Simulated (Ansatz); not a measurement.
# ZnCu (Pm-3m): a single-point run

Aim: a sound single-point run of ZnCu (Pm-3m). The structure is shown as the input types it.

Method: DFT r2SCAN, scalar-relativistic, plane waves, PAW, in Ansatz 0.2.0.

## 1. The starting structure

Symmetry: Pm-3m, No. 221, cubic system. The conventional cell has a = 2.920 Å, b = 2.920 Å, c = 2.920 Å, α = 90.00°, β = 90.00°, γ = 90.00°. Around Zn (site symmetry m-3m) lie 8 Cu at 2.53 Å. Around Cu (site symmetry m-3m) lie 8 Zn at 2.53 Å.

As a file:

```
CELL_PARAMETERS angstrom
2.92000 0.00000 0.00000
0.00000 2.92000 0.00000
0.00000 0.00000 2.92000
ATOMIC_POSITIONS crystal
Zn 0.50000 0.50000 0.50000
Cu 0.00000 0.00000 0.00000
```

## 2. The run

input.yaml reads:

```yaml
crystal:
  lattice:
    - [2.9200023228, 0.0, 0.0]
    - [0.0, 2.9200023228, 0.0]
    - [0.0, 0.0, 2.9200023228]
  atoms:
    - { symbol: Zn, position: [0.5, 0.5, 0.5] }
    - { symbol: Cu, position: [0.0, 0.0, 0.0] }
basis:
  ecutwfc: 500
  ecutrho_ratio: 4
kpoints:
  mp_grid: { grid: [12, 12, 12] }
hamiltonian:
  xc: r2scan
scf:
  occupations: { method: gaussian, width: 0.05 }
  max_iter: 100
output:
  forces: true
  stress: true
ENCUT: 60
```

The run is started by

```console
ansatz run input.yaml --threads 4 --pin off --max-ram 7168MiB --backend cpu --events-out ev --progress --plain --runs-dir out
```

Q: Will this input give a usable result? If not, why, and what should change?

The program refused the input before any cycle. The line that matters: «line 22 column 1: unknown field `ENCUT`, expected one of crystal, accuracy, basis, kpoints, hamiltonian, magnetization, ...»

Look at the input: ENCUT is 60. The key belongs to a different code's input format, or to another block.

The cure: delete ENCUT.
